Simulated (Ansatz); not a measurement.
YIn, space group Pm-3m: a convergence test of the plane-wave cutoff, run with the Ansatz DFT code, driven from Python.

The script reads `POSCAR_yin`:
```text
YIn
1.0
   3.81000000    0.00000000    0.00000000
   0.00000000    3.81000000    0.00000000
   0.00000000    0.00000000    3.81000000
Y In
1 1
Direct
   0.50000000    0.50000000    0.50000000
   0.00000000    0.00000000    0.00000000
```

`run_ecut.py`:
```python
import logging
import sys

import ansatz
from ase.io import read

logging.basicConfig(stream=sys.stdout, format='[%(levelname)s] %(message)s')
log = logging.getLogger('calc')
log.setLevel(logging.INFO)


def main() -> None:
    atoms = read('POSCAR_yin', format='vasp')
    yin = ansatz.Crystal.from_ase(atoms)

    job = yin.calculation()
    job = job.scf(extra_bands=4, self_checks='high')
    job = job.kpoints(6, center='monkhorst-pack')
    job = job.occupations('fermi_dirac', width=0.2)
    job = job.eigensolver('davidson', full_accuracy=True).functional('lda')

    rows = []
    for value in [250, 350, 450, 550]:
        r = job.basis(value).run().report
        rows.append((value, r['free_energy_ev'] / len(r['lattice']['sites']), r['n_iterations'], r['n_pw']))

    log.info(' cutoff (eV)   F/atom (eV)    iterations   plane waves')
    for row in rows:
        log.info(f'{str(row[0]):>12s}  {row[1]:12.5f}  {row[2]:12d}  {row[3]:12d}')

    for row in rows[:-1]:
        shift = 1000 * (row[1] - rows[-1][1])
        log.info(f'{row[0]}: {shift:+.2f} meV/atom' + ('  (within 2 meV)' if abs(shift) < 2 else ''))


if __name__ == '__main__':
    main()
```

From which cutoff on is the energy per atom within 2 meV of the last row, and how does it get there?

From 350 eV on it stays within 2 meV an atom of the value at 550 eV; the first row (250 eV) is off by 535.0 meV and the last but one by 0.22 meV. The energy falls steadily, as expected when plane waves are added.

What the script printed:

Output of `python run_ecut.py`:
```text
DeckWarning: basis.ecutwfc = 250 eV is below the records' recommended 420 eV, and the density's cutoff is lower with it unless basis.ecutrho_ratio is high enough to keep the records' density cutoff: compare with a run at a higher cutoff
DeckWarning: basis.ecutwfc = 350 eV is below the records' recommended 420 eV, and the density's cutoff is lower with it unless basis.ecutrho_ratio is high enough to keep the records' density cutoff: compare with a run at a higher cutoff
[INFO]  cutoff (eV)   F/atom (eV)    iterations   plane waves
[INFO]          250   -4601.40671             6           485
[INFO]          350   -4601.94013             6           799
[INFO]          450   -4601.94151             6          1213
[INFO]          550   -4601.94173             6          1647
[INFO] 250: +535.02 meV/atom
[INFO] 350: +1.60 meV/atom  (within 2 meV)
[INFO] 450: +0.22 meV/atom  (within 2 meV)
```
(Warnings from the package without file and line.)

Caveats:
- The run is spin-unpolarised.
- The mesh is modest for a metal, so energies can be off by several to tens of meV an atom and pressures by half a GPa or more; differences at equal mesh fare better.
- A Fermi-Dirac width this large means warm electrons, whose thermal share enters the free energy.
- The starting cell is as deposited in a crystallographic database; the results hold for this polymorph, which needn't be the stable one.
- Shifts are counted from the last row, which is itself no proven limit.
- It ran for 6.6 s on 1 thread of Intel(R) Xeon(R) Processor @ 2.30GHz, with other jobs on the host, peak memory 0.54 GiB.
